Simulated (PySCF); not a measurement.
# GePb: from the state search to spectroscopic constants

The task here is to estimate one member of a computed series from the others.

Method: Ge def2-SVP, Pb def2-SVP with ECP60, scalar-relativistic core potentials; program: PySCF 2.14.0.

The first run:

Settings of the job:

```yaml
atoms: Ge, Pb
charge: 0
basis: Ge def2-SVP, Pb def2-SVP with ECP60
Hamiltonian: scalar-relativistic core potentials
basis_functions: 58
electrons_treated: 54
masses_in_u: 73.9212, 207.9766
levels: PBE0, PBE, r²SCAN, M06, r²SCANh, PW91, HSE06, HF, MP2, SCS-MP2, CCSD, CCSD(T)
grid: 80 radial by 434 angular points
occupations: held fixed by the projection of orbital angular momentum
dissociation_limit: Ge + Pb, each in its ground configuration
starting_distance_in_angstrom: 2.555
values_of_2S_to_try: 0, 2, 4
```

Run with:

```sh
> OMP_NUM_THREADS=1 python dia.py task.json out
```

Steps of the session up to this table: Input; First curve: PBE0; Excited determinants; PBE (GGA); r²SCAN; M06; r²SCANh; PW91 (GGA); HSE06 (range-separated hybrid); UHF (mean field); Correlated methods on the Hartree–Fock reference.

One of the session's tables, all rows but one given; the rest of the session is left out.

It belongs to the step «Constants by level of theory». 

| level | Re (Å) | ωe (cm⁻¹) | De (eV) | μ (D) |
| --- | --- | --- | --- | --- |
| UHF | 2.611 | 233.9 | 0.77 | 1.49 |
| UHF-CCSD | 2.662 | 211.3 | 1.84 | n/a |
| UHF-CCSD(T) | 2.680 | 203.4 | 1.99 | n/a |
| PBE | 2.692 | 198.1 | 2.74 | 1.12 |
| PW91 | 2.690 | 198.6 | 2.77 | 1.09 |
| r²SCAN | ? | ? | ? | ? |
| r²SCANh | 2.643 | 213.7 | 2.45 | 1.29 |
| PBE0 | 2.646 | 214.2 | 2.45 | 1.26 |
| M06 | 2.687 | 203.6 | 2.85 | 1.11 |
| HSE06 | 2.654 | 211.1 | 2.53 | 1.19 |

**Question.** Estimate the row for r²SCAN.

As computed: Re (Å): 2.656; ωe (cm⁻¹): 209.0; De (eV): 2.53; μ (D): 1.29. In the column «Re (Å)» it lies between HSE06 (2.654) and UHF-CCSD (2.662).

De is counted to Ge + Pb in their ground configurations.
